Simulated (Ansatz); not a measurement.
# Ti3Nb: biaxial against axial strain

This session takes Ti3Nb and sets out to strain the cell in the xy plane and along z independently.

Computed with Ansatz 0.2.0 (DFT LDA, scalar-relativistic, plane waves, PAW, unless a step's input says otherwise).

1 further run of the same task is left out (set aside as unsound or not needed).

### 1 The system as given

It takes space group Pm-3m (No. 221, cubic). The conventional cell has a = 4.030 Å, b = 4.030 Å, c = 4.030 Å, α = 90.00°, β = 90.00°, γ = 90.00°. Around Ti (site symmetry 4/mmm) lie 8 Ti at 2.85 Å and 4 Nb at 2.85 Å. Around Nb (site symmetry m-3m) lie 12 Ti at 2.85 Å.

As a file:

```xyz
4
Lattice="4.0296 0.0000 0.0000 0.0000 4.0296 0.0000 0.0000 0.0000 4.0296" Properties=species:S:1:pos:R:3 pbc="T T T"
Ti    0.0000    2.0148    2.0148
Ti    2.0148    0.0000    2.0148
Ti    2.0148    2.0148    0.0000
Nb    0.0000    0.0000    0.0000
```

It goes back to an entry of the Materials Project, which need not be the stable form.

It is the result of an earlier relaxation at this level (volume 16.36 Å³/atom; gap on the mesh: none (metal)).

### 2 The reference: the undisturbed cell on the scan's mesh

Contents of input.yaml:

```yaml
crystal:
  lattice:
    - [4.0296109555, 0.0, 0.0]
    - [0.0, 4.0296109555, 0.0]
    - [0.0, 0.0, 4.0296109555]
  atoms:
    - { symbol: Ti, position: [0.0, 0.5, 0.5] }
    - { symbol: Ti, position: [0.5, 0.0, 0.5] }
    - { symbol: Ti, position: [0.5, 0.5, 0.0] }
    - { symbol: Nb, position: [0.0, 0.0, 0.0] }
basis:
  ecutwfc: 420
kpoints:
  mp_grid: { grid: [12, 12, 12] }
hamiltonian:
  xc: lda
scf:
  occupations: { method: gaussian, width: 0.15 }
output:
  forces: true
  stress: true
  eigenvalues: true
```

### 3 The scan: biaxial against axial strain

The cell is strained by p along both x and y and by q along z, with fractional coordinates fixed.

### 4 p = -0.050, q = -0.050

Edit input.yaml of step 2 so:

```diff
@@ -2,5 +2,5 @@
   lattice:
-    - [4.0296109555, 0.0, 0.0]
-    - [0.0, 4.0296109555, 0.0]
-    - [0.0, 0.0, 4.0296109555]
+    - [3.8281304077, 0.0, 0.0]
+    - [0.0, 3.8281304077, 0.0]
+    - [0.0, 0.0, 3.8281304077]
   atoms:
```

### 5 Point p = -0.050, q = -0.025

Edit input.yaml of step 4 so:

```diff
@@ -4,3 +4,3 @@
     - [0.0, 3.8281304077, 0.0]
-    - [0.0, 0.0, 3.8281304077]
+    - [0.0, 0.0, 3.9288706816]
   atoms:
```

### 6 Point p = -0.050, q = 0.000

Edit input.yaml of step 5 so:

```diff
@@ -4,3 +4,3 @@
     - [0.0, 3.8281304077, 0.0]
-    - [0.0, 0.0, 3.9288706816]
+    - [0.0, 0.0, 4.0296109555]
   atoms:
```

### 7 Point p = -0.050, q = 0.025

Edit input.yaml of step 6 so:

```diff
@@ -4,3 +4,3 @@
     - [0.0, 3.8281304077, 0.0]
-    - [0.0, 0.0, 4.0296109555]
+    - [0.0, 0.0, 4.1303512294]
   atoms:
```

### 8 Point p = -0.050, q = 0.050

Edit input.yaml of step 7 so:

```diff
@@ -4,3 +4,3 @@
     - [0.0, 3.8281304077, 0.0]
-    - [0.0, 0.0, 4.1303512294]
+    - [0.0, 0.0, 4.2310915033]
   atoms:
```

### 9 Point p = -0.025, q = -0.050

Edit input.yaml of step 8 so:

```diff
@@ -2,5 +2,5 @@
   lattice:
-    - [3.8281304077, 0.0, 0.0]
-    - [0.0, 3.8281304077, 0.0]
-    - [0.0, 0.0, 4.2310915033]
+    - [3.9288706816, 0.0, 0.0]
+    - [0.0, 3.9288706816, 0.0]
+    - [0.0, 0.0, 3.8281304077]
   atoms:
```

### 10 Point p = -0.025, q = -0.025

Edit input.yaml of step 9 so:

```diff
@@ -4,3 +4,3 @@
     - [0.0, 3.9288706816, 0.0]
-    - [0.0, 0.0, 3.8281304077]
+    - [0.0, 0.0, 3.9288706816]
   atoms:
```

(Steps that only read results are left out.)

Q: Predict the outcome of this session. Wanted: highest point; lowest point away from the origin.

**Answer**, as computed:

| quantity | value |
| --- | --- |
| highest point | 181.1 meV/atom at (p, q) = (-0.050, -0.050) |
| lowest point away from the origin | 11.6 meV/atom at (-0.050, 0.050) |

The undisturbed cell is the lowest computed point.
